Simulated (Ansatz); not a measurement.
## CH3BrOSn, SMILES C[O][Sn][Br]: a rigid scan of one bond angle, step by step

Computed with the Python package of Ansatz (0.2.0).

Run as a notebook:

In [1]:
```python
import ansatz as az
from ase import Atoms

atoms = Atoms(["C", "O", "Sn", "Br", "H", "H", "H"], positions=[
    (-0.4476, 0.4563, 0.6071),
    (0.8842, 0.5901, 0.3957),
    (1.234, -0.0477, -1.4654),
    (0.9756, -2.5284, -1.5734),
    (-1.0407, 1.1386, -0.1448),
    (-0.8378, -0.5378, 0.5131),
    (-0.7065, 0.8608, 1.6221),
])
```

In [2]:
```python
# start the scan from a relaxed geometry
first = (
    az.Crystal.molecule_from_ase(atoms).calculation()
    .basis(gaussian="def2-SVP")
    .functional("r2scan")
    .relax(force_tolerance=0.02, max_steps=80)
)
atoms.positions = first.run().report["positions_ang"]
```

In [3]:
```python
rows = []
for angle in [90, 100, 110, 120, 135, 150, 165, 179]:
    bent = atoms.copy()
    bent.set_angle(0, 1, 2, angle, indices=[2, 3])
    calc = az.Crystal.molecule_from_ase(bent).calculation().basis(gaussian="def2-SVP").functional("r2scan")
    rows.append((angle, calc.run().report["free_energy_ev"]))
floor = min(e for _, e in rows)
for angle, e in rows:
    print(f"angle C0-O1-Sn2 = {angle:3d} deg   {1000 * (e - floor):9.1f} meV")
```
```text
angle C0-O1-Sn2 =  90 deg      3792.7 meV
angle C0-O1-Sn2 = 100 deg      1681.9 meV
angle C0-O1-Sn2 = 110 deg       580.2 meV
angle C0-O1-Sn2 = 120 deg       130.7 meV
angle C0-O1-Sn2 = 135 deg         0.0 meV
angle C0-O1-Sn2 = 150 deg        85.5 meV
angle C0-O1-Sn2 = 165 deg       202.6 meV
angle C0-O1-Sn2 = 179 deg       279.2 meV
```

Reading the output:
- The scan is rigid, and the energies are electronic, in a modest basis. The zero is the lowest point of the grid, which needn't be the minimum.
- def2 sets replace the cores of elements past krypton by effective core potentials.
- It ran for 2.6 min on 1 thread of Arm Neoverse V1, on a shared host, peak memory 0.24 GiB.
